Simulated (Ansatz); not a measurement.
Crystal: TaWC2.

```
CELL_PARAMETERS angstrom
1.57186 0.90751 5.10162
-1.57186 0.90751 5.10162
0.00000 -1.81502 5.10162
ATOMIC_POSITIONS crystal
W 0.00000 0.00000 0.00000
Ta 0.50000 0.50000 0.50000
C 0.25093 0.25093 0.25093
C 0.74907 0.74907 0.74907
```

The cell comes from a database or a generator and needn't be the stable form of this composition.

Base run:

```yaml
Program: Ansatz 0.2.0
Functional: PBEsol
Potentials_or_basis: all-electron LAPW, scalar-relativistic
Cutoff: 303 eV (chosen from the basis error)
Basis_error_allowed: 0.002 eV/atom
k_mesh: 10 × 10 × 10
Occupations: fermi-dirac, width 0.05 eV
Spin: no spin polarisation
Hubbard_terms: Ta d U = 4 eV, W d U = 4 eV
```

Its results: band gap on the k mesh none (metal or under the smearing width); pressure -8.7 GPa; largest force 0.098 eV/Å.

Q: The run is repeated on the same cell with these changes: hubbard terms from Ta d U = 4 eV, W d U = 4 eV to none. What comes out?

A: Band gap on the k mesh none (metal or under the smearing width); pressure -10.9 GPa; largest force 0.076 eV/Å.

Caveats: the density of states is complete only up to the lowest level of the last band computed; U is the effective U less J, on atomic orbitals that reach past the spheres (some runs); U without spin polarisation on a metal has little footing (some runs); the U is typed as a test and isn't derived for this compound (some runs).
